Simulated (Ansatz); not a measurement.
Crystal: NbTe.

```
Te Nb
1.0
     3.70297    0.00000    0.00000
    -1.85149    3.20687    0.00000
     0.00000    0.00000    3.69421
Te Nb
1 1
Direct
  0.66667 0.33333 0.00000
  0.00000 0.00000 0.50000
```

The cell comes from a database or a generator and needn't be the stable form of this composition.

Base run:

* Program: Ansatz 0.2.0
* Functional: PBEsol
* Potentials or basis: Ansatz PAW
* Cutoff: 420 eV
* Density cutoff: 1680 eV
* k mesh: 8 × 8 × 7
* Occupations: fermi-dirac, width 0.05 eV
* Spin: no spin polarisation
* Hubbard terms: Nb d U = 8 eV

Its results: band gap on the k mesh none (metal or under the smearing width); pressure 8.4 GPa.

Task: The run is repeated on the same cell with these changes: hubbard terms from Nb d U = 8 eV to Nb d U = 5 eV. What comes out?

Result: Band gap on the k mesh none (metal or under the smearing width); pressure -4.0 GPa.

Caveats: U without spin polarisation on a metal has little footing; the PAW data sets come from PBE, with cores solved anew for the run's functional, which leaves a small shift of forces and pressure; the U is typed as a test and isn't derived for this compound.

Not every run made on this cell is shown here.
